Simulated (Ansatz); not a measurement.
# YbPdSe3: from a guess to a relaxed structure

Aim: relax a trial structure of YbPdSe3 and see where it ends.

Program: Ansatz 0.2.0. Level of theory: DFT PBE, scalar-relativistic, plane waves, PAW. These are calculated values, not measurements.

**1. The system as given**

It takes space group Pm-3m (No. 221, cubic). Conventional cell: a = 5.249 Å, b = 5.249 Å, c = 5.249 Å, α = 90.00°, β = 90.00°, γ = 90.00°. Yb (site symmetry m-3m) is surrounded by 6 Se at 2.62 Å. Pd (site symmetry m-3m) has 12 Se at 3.71 Å as nearest neighbours. Se (site symmetry 4/mmm) is surrounded by 2 Yb at 2.62 Å and 4 Pd at 3.71 Å.

As a file:

```
Yb Pd Se
1.0
     5.24861    0.00000    0.00000
     0.00000    5.24861    0.00000
     0.00000    0.00000    5.24861
Yb Pd Se
1 1 3
Direct
  0.50000 0.50000 0.50000
  0.00000 0.00000 0.00000
  0.00000 0.50000 0.50000
  0.50000 0.00000 0.50000
  0.50000 0.50000 0.00000
```

The cell is invented: random cell by space group and Wyckoff sites (Pm-3m, No. 221). Lengths come from tabulated atomic sizes and are only a guess.

**2. Probe: one point on a coarse mesh**

input.yaml reads:

```yaml
crystal:
  lattice:
    - [5.24861082, 0.0, 0.0]
    - [0.0, 5.24861082, 0.0]
    - [0.0, 0.0, 5.24861082]
  atoms:
    - { symbol: Yb, position: [0.5, 0.5, 0.5], spin: 1.0 }
    - { symbol: Pd, position: [0.0, 0.0, 0.0] }
    - { symbol: Se, position: [0.0, 0.5, 0.5] }
    - { symbol: Se, position: [0.5, 0.0, 0.5] }
    - { symbol: Se, position: [0.5, 0.5, 0.0] }
basis:
  ecutwfc: 420
kpoints:
  mp_grid: { grid: [4, 4, 4] }
hamiltonian:
  xc: pbe
scf:
  occupations: { method: gaussian, width: 0.1 }
  lower_state_search: "off"
output:
  forces: true
  stress: true
  eigenvalues: true
  populations: true
magnetization:
  spin_polarized: true
```

Run with:

```
ansatz run input.yaml --threads 1 --pin off --max-ram 2048MiB --backend cpu --events-out ev --progress --plain --runs-dir out
```

Further runs follow: rough relaxation on the coarse mesh; relaxation on the finer mesh.

**Question.** What will these runs give? Wanted: conventional cell; volume; energy over the elements; gap on the mesh.

**Answer**, as computed:

| quantity | value |
| --- | --- |
| symmetry at the end (tolerance 0.05 Å) | space group Pm-3m (No. 221) |
| conventional cell | a = 5.301 Å, b = 5.301 Å, c = 5.301 Å, α = 90.00°, β = 90.00°, γ = 90.00° |
| volume | 29.80 Å³/atom |
| energy over the elements | +0.15 eV/atom |
| gap on the mesh | none (metal) |

The space group Pm-3m (No. 221) is kept, and the volume per atom grows by 3.0 % from the first guess. With a positive formation energy it can't be a ground state. No finished test with a distortion of lower symmetry is shown, so the end may be a saddle point. Spin-orbit coupling is left out for Yb. Where the f shell of Ce or Yb is open, it has no Hubbard U here, which places its levels poorly. Other magnetic orders were not searched.
